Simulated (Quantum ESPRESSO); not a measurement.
The system is Hf.

```
Hf
1.0
     3.19750    0.00000    0.00000
    -1.59875    2.76912    0.00000
     0.00000    0.00000    5.05000
Hf
2
Cartesian
  0.0000 1.8461 1.2625
  1.5988 0.9230 3.7875
```

Below is the output of Quantum ESPRESSO 7.5 for this cell. Logs are shortened: lines on timing, memory, paths and dates and some standing lists are left out, and cuts for length are marked.

```text
This program is part of the open-source Quantum ESPRESSO suite
     for quantum simulation of materials; please cite
[... 9 lines left out ...]
     --------------------
     sticks:   dense  smooth     PW     G-vecs:    dense   smooth      PW
     Sum         913     451    139                34833    12287    2129

     Using Slab Decomposition

     bravais-lattice index     =            0
     lattice parameter (alat)  =       6.0424  a.u.
     unit-cell volume          =     301.7447 (a.u.)^3
     number of atoms/cell      =            2
     number of atomic types    =            1
     number of electrons       =        24.00
     number of Kohn-Sham states=           19
     kinetic-energy cutoff     =      45.0000  Ry
     charge density cutoff     =     360.0000  Ry
     scf convergence threshold =      4.0E-10
     mixing beta               =       0.5000
     number of iterations used =            8  plain     mixing
     energy convergence thresh.=      1.0E-05
     force convergence thresh. =      4.0E-04
     press convergence thresh. =      3.0E-01
     Exchange-correlation= SLA  PW   PSX  PSC
                           (   1   4  10   8   0   0   0)
     nstep                     =           40

     celldm(1)=   6.042399  celldm(2)=   0.000000  celldm(3)=   0.000000
     celldm(4)=   0.000000  celldm(5)=   0.000000  celldm(6)=   0.000000

     crystal axes: (cart. coord. in units of alat)
               a(1) = (   1.000000   0.000000   0.000000 )
               a(2) = (  -0.500000   0.866025   0.000000 )
               a(3) = (   0.000000   0.000000   1.579359 )

     reciprocal axes: (cart. coord. in units 2 pi/alat)
               b(1) = (  1.000000  0.577350 -0.000000 )
               b(2) = (  0.000000  1.154701  0.000000 )
               b(3) = (  0.000000 -0.000000  0.633168 )

     PseudoPot. # 1 for Hf read from file:
     hf_pbesol_v1.uspp.F.UPF
     Pseudo is Ultrasoft + core correction, Zval = 12.0
     Generated by new atomic code, or converted to UPF format
     Using radial grid of  921 points,  8 beta functions with:
                l(1) =   0
[... 148 lines left out ...]

     atom    1 type  1   force =     0.00000000    0.00000000    0.00000000
     atom    2 type  1   force =     0.00000000    0.00000000    0.00000000

     Total force =     0.000000     Total SCF correction =     0.000000

     Computing stress (Cartesian axis) and pressure

     negative rho (up, down):  2.282E-01 0.000E+00
          total   stress  (Ry/bohr**3)                   (kbar)     P=      -36.01
  -0.00024491  -0.00000000  -0.00000000          -36.03       -0.00       -0.00
  -0.00000000  -0.00024491  -0.00000000           -0.00      -36.03       -0.00
  -0.00000000  -0.00000000  -0.00024461           -0.00       -0.00      -35.98

     BFGS Geometry Optimization
     Energy error            =      1.1E+00 Ry
     Gradient error          =      0.0E+00 Ry/Bohr
     Cell gradient error     =      8.4E+02 kbar

     number of scf cycles    =   1
     number of bfgs steps    =   0

     enthalpy           new  =    -315.4278750066 Ry

     new trust radius        =       0.4936088449 bohr
     new conv_thr            =       0.0000000004 Ry

     new unit-cell volume =    190.53901 a.u.^3 (    28.23497 Ang^3 )
     density =     20.99451 g/cm^3

CELL_PARAMETERS (angstrom)
   2.743199064   0.000000000  -0.000000000
  -1.371599532   2.375680077  -0.000000000
  -0.000000000  -0.000000000   4.332534341

ATOMIC_POSITIONS (crystal)
Hf               0.3333333333        0.6666666667        0.2500000000
Hf               0.6666666667        0.3333333333        0.7500000000

     NEW-OLD atomic charge density approx. for the potential
     New effective cutoffs (rho, wfc):  488.90   61.14

     negative rho (up, down):  2.240E-01 0.000E+00

     Self-consistent Calculation

[... 44 further cycles ...]
     iteration #  1     ecut=    45.00 Ry     beta= 0.50
     Davidson diagonalization with overlap
     c_bands:  1 eigenvalues not converged
     c_bands:  1 eigenvalues not converged
     c_bands:  1 eigenvalues not converged
     c_bands:  1 eigenvalues not converged
     ethr =  1.00E-06,  avg # of iterations = 12.4
[... 78 lines left out ...]
     iteration # 10     ecut=    45.00 Ry     beta= 0.50
     Davidson diagonalization with overlap
     ethr =  1.00E-13,  avg # of iterations =  1.9

     negative rho (up, down):  2.180E-01 0.000E+00

     End of self-consistent calculation

     Number of k-points >= 100: set verbosity='high' to print the bands.

     the Fermi energy is    22.8108 ev

!    total energy              =    -316.87733965 Ry
     estimated scf accuracy    <          1.3E-13 Ry
     smearing contrib. (-TS)   =      -0.00057322 Ry
     internal energy E=F+TS    =    -316.87676643 Ry

     The total energy is F=E-TS. E is the sum of the following terms:
     one-electron contribution =      -5.74516122 Ry
     hartree contribution      =      19.59297838 Ry
     xc contribution           =    -151.55712366 Ry
     ewald contribution        =    -179.16745993 Ry

     convergence has been achieved in  10 iterations

     negative rho (up, down):  2.180E-01 0.000E+00

     Forces acting on atoms (cartesian axes, Ry/au):

     atom    1 type  1   force =    -0.00000000   -0.00000000   -0.00000000
     atom    2 type  1   force =     0.00000000    0.00000000    0.00000000

     Total force =     0.000000     Total SCF correction =     0.000000

     Computing stress (Cartesian axis) and pressure

     negative rho (up, down):  2.180E-01 0.000E+00
          total   stress  (Ry/bohr**3)                   (kbar)     P=      795.94
   0.00541098   0.00000000   0.00000000          795.98        0.00        0.00
   0.00000000   0.00541098   0.00000000            0.00      795.98        0.00
   0.00000000   0.00000000   0.00541003            0.00        0.00      795.84

=------------------------------------------------------------------------------=
   JOB DONE.
=------------------------------------------------------------------------------=
```

Q: Write the input and the command behind it.

A: Relaxation of cell and atoms with PBEsol, no spin polarisation. The files as run (others can give the same):

pw.in
```
&CONTROL
  calculation = 'vc-relax'
  prefix = 'pwscf'
  outdir = './tmp'
  pseudo_dir = './pseudo'
  tprnfor = .true.
  tstress = .true.
  disk_io = 'low'
  nstep = 40
  forc_conv_thr = 0.0004
  etot_conv_thr = 1d-05
/
&SYSTEM
  ibrav = 0
  nat = 2
  ntyp = 1
  ecutwfc = 45
  ecutrho = 360
  nbnd = 19
  occupations = 'smearing'
  smearing = 'gaussian'
  degauss = 0.00734986
/
&ELECTRONS
  conv_thr = 4d-10
  electron_maxstep = 120
  mixing_beta = 0.5
/
&IONS
  ion_dynamics = 'bfgs'
/
&CELL
  cell_dynamics = 'bfgs'
  press = 800
  press_conv_thr = 0.3
/
ATOMIC_SPECIES
Hf   178.4900 hf_pbesol_v1.uspp.F.UPF
CELL_PARAMETERS angstrom
   3.1975000000    0.0000000000    0.0000000000
  -1.5987500000    2.7691162286    0.0000000000
   0.0000000000    0.0000000000    5.0500000000
ATOMIC_POSITIONS crystal
Hf     0.3333333333    0.6666666667    0.2500000000
Hf     0.6666666667    0.3333333333    0.7500000000
K_POINTS automatic
21 21 12 0 0 0
```

Potentials or basis: GBRV 1.5 PBEsol.
Command:
```console
$ OMP_NUM_THREADS=1 pw.x -in pw.in > pw.out
```
